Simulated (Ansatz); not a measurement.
# CH₆SSeSi: one species, many methods

An exercise on one series of results from a longer session: the logs are not shown, and one member is left open.

Computed with Ansatz 0.2.0, Gaussian basis. Level: functionals in def2-TZVPP, the program's frozen cores in correlated methods.

Plan: PBE-D4, r2SCAN-D4, PBE0-D4, B3LYP-D4, ωB97X-V, ωB97M-V, B2PLYP; CCSD(T)/def2-TZVPP; MP2/def2-QZVPP; extrapolation to the limit.

## Structure used throughout

An earlier PBE0-D4 in a triple-zeta def2 set relaxation fixed the geometry.

SMILES `S[SiH2]C[SeH]`, 10 atoms, charge 0, spin multiplicity 1.

Atoms are counted from 1 here; the program's logs count them from 0.

Bond lengths: S1–Si2 2.139 Å, S1–H5 1.344 Å, Si2–C3 1.873 Å, Si2–H6 1.481 Å, Si2–H7 1.486 Å, C3–Se4 1.961 Å, C3–H8 1.090 Å, C3–H9 1.090 Å, Se4–H10 1.469 Å. Angles: Si2–S1–H5 94.7°, S1–Si2–C3 111.9°, S1–Si2–H6 104.9°, S1–Si2–H7 110.6°, C3–Si2–H6 110.0°, C3–Si2–H7 109.0°, H6–Si2–H7 110.3°, Si2–C3–Se4 108.0°, Si2–C3–H8 112.2°, Si2–C3–H9 109.0°, Se4–C3–H8 109.7°, Se4–C3–H9 108.8°, H8–C3–H9 109.0°, C3–Se4–H10 95.8°.

The first run:

The input, in.yaml:

```yaml
crystal:
  periodic: [false, false, false]
  atoms:
    - {symbol: S, position_ang: [-1.195266, 2.366371, 0.376392]}
    - {symbol: Si, position_ang: [0.282631, 0.831534, 0.568028]}
    - {symbol: C, position_ang: [-0.229477, -0.745542, -0.302939]}
    - {symbol: Se, position_ang: [1.315514, -1.952110, -0.330625]}
    - {symbol: H, position_ang: [-0.998992, 2.543184, -0.941326]}
    - {symbol: H, position_ang: [0.396129, 0.591652, 2.025473]}
    - {symbol: H, position_ang: [1.585564, 1.287388, 0.018157]}
    - {symbol: H, position_ang: [-0.571760, -0.561978, -1.321469]}
    - {symbol: H, position_ang: [-1.034108, -1.216757, 0.261796]}
    - {symbol: H, position_ang: [0.532764, -3.194842, -0.350487]}
basis:
  gaussian: {orbitals: def2-TZVPP}
hamiltonian: {xc: pbe, dispersion: d4}
output: {forces: true, orbitals: {seedname: orbitals}}
```

Started as:

```sh
ansatz run in.yaml --threads 4 --pin off --events-out ev --progress --plain --max-ram 10444MiB
```

Steps of the session up to this table: PBE-D4 (GGA); r2SCAN-D4 (meta-GGA); PBE0-D4 (hybrid); B3LYP-D4 (hybrid); ωB97X-V (range-separated); ωB97M-V (range-separated); B2PLYP (double hybrid); CCSD(T) in def2-TZVPP; MP2 in def2-QZVPP.

One of the session's tables, all rows but one given; the rest of the session is left out.

It belongs to the step «Atomisation energies». 

| method | atomisation energy (eV) |
| --- | --- |
| PBE-D4 | 32.757 |
| r2SCAN-D4 | 32.606 |
| PBE0-D4 | 32.430 |
| B3LYP-D4 | 32.404 |
| ωB97X-V | 32.736 |
| ωB97M-V | 32.584 |
| B2PLYP | 31.970 |
| HF/def2-TZVPP | 23.561 |
| MP2/def2-TZVPP | 31.827 |
| CCSD/def2-TZVPP | 31.233 |
| CCSD(T)/def2-TZVPP | 31.705 |
| MP2/CBS | 32.758 |
| CCSD(T)/CBS | ? |

**Question.** Estimate the row for CCSD(T)/CBS.

As computed: atomisation energy (eV): 32.636. In the column «atomisation energy (eV)» it lies between r2SCAN-D4 (32.606) and ωB97X-V (32.736).

To keep in mind: Free atoms (1 S, 1 Si, 1 C, 1 Se, 6 H) were run apart at each level; the atomisation energy is their sum less the molecule, without zero-point or spin-orbit terms.
